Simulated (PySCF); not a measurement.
**UB2PLYP/STO-3G run of quartet SiCl3**

We compute the energy of quartet SiCl3. 

The calculation is run with PySCF 2.14.0.

15 further runs of the same task are left out: 8 that didn't finish, 7 set aside as unsound or not needed.

### Step 1. The molecule

SiCl3: 4 atoms, total charge 0, spin state quartet. SMILES of the parent species: `Cl[Si](Cl)Cl`. The shape is that of a PBE0-D4/def2-TZVP optimisation. That shape belongs to the parent species and isn't relaxed for this state.

Bond lengths: Cl1–Si2 2.043 Å, Si2–Cl3 2.043 Å, Si2–Cl4 2.043 Å. Angles: Cl1–Si2–Cl3 109.4°, Cl1–Si2–Cl4 109.4°, Cl3–Si2–Cl4 109.5°.

### Step 2. The energy at UB2PLYP/STO-3G

input.py reads:

```python
from pyscf import gto, dft, mp

mol = gto.Mole()
mol.atom = '''
Cl    -2.881454    -1.117962     1.946607
Si     0.219397     0.735859     0.586949
Cl     3.202519    -1.707934     0.413850
Cl    -0.540462     2.089848    -2.947406
'''
mol.max_memory = 1860
mol.basis = 'sto-3g'
mol.unit = 'bohr'
mol.charge = 0
mol.verbose = 3
mol.spin = 3
mol.build()

ks = dft.UKS(mol, xc='0.53*HF + 0.47*B88, 0.73*LYP')
ks.conv_tol = 1e-10
ks.grids.level = 5
ks.kernel()
if not ks.converged:
    ks = ks.newton().run(ks.mo_coeff, ks.mo_occ)

pt = mp.MP2(ks, frozen=20).run()
energy = ks.e_tot + 0.27 * pt.e_corr
print('PT2 part  %.8f' % (0.27 * pt.e_corr))
print('E = %.10f Eh' % energy)
```

Run with:

```bash
OMP_NUM_THREADS=1 python input.py
```

Log:

```text
WARN: HOMO 0.0880087361380378 >= LUMO -0.470220787178652

WARN: HOMO -0.00297935494228263 >= LUMO -0.177540021460014

WARN: HOMO 0.0192837954578006 >= LUMO -0.183977889739835

WARN: HOMO 0.0181097573971685 >= LUMO -0.183560103086091

WARN: HOMO 0.0179695180737949 >= LUMO -0.183506796242792

WARN: HOMO 0.0179674277711067 >= LUMO -0.183504264136998

WARN: HOMO 0.0179758382538 >= LUMO -0.183504465901642

WARN: HOMO 0.0179758202798092 >= LUMO -0.183504076861675

WARN: HOMO 0.0179764022059466 >= LUMO -0.183503570401213

WARN: HOMO 0.0179759063387314 >= LUMO -0.183503978927478

WARN: HOMO 0.0179757229520361 >= LUMO -0.183504043813258

WARN: HOMO 0.0179755982900929 >= LUMO -0.183504064332481

WARN: HOMO 0.0179760682721788 >= LUMO -0.183504102279789

WARN: HOMO 0.0179756586439252 >= LUMO -0.183503916067391

WARN: HOMO 0.0179757356792519 >= LUMO -0.183504122629581

WARN: HOMO 0.0179757394079441 >= LUMO -0.183504066970562

WARN: HOMO 0.0179757764631022 >= LUMO -0.183504044569379

WARN: HOMO 0.0179757638897415 >= LUMO -0.183504056679053

converged SCF energy = -1650.81401252589  <S^2> = 3.7511878  2S+1 = 4.0005939
E(UMP2) = -1650.89026861088  E_corr = -0.0762560849975366
E(SCS-UMP2) = -1650.8839933463  E_corr = -0.0699808204144564
PT2 part  -0.02058914
E = -1650.8346016688 Eh
```

It took 13 s on 1 thread of Intel Xeon Platinum 8488C (Sapphire Rapids), shared host; peak memory 0.27 GiB.

### Step 3. Summary of results

At UB2PLYP/STO-3G, 20 core orbitals frozen:

| quantity | value |
| --- | --- |
| total energy | -1650.83460 Eh |
| dipole moment (SCF part) | 2.66 D |
| HOMO energy (SCF part's orbitals) (highest over α and β) | 0.49 eV |
| ⟨S²⟩ | 3.751 |
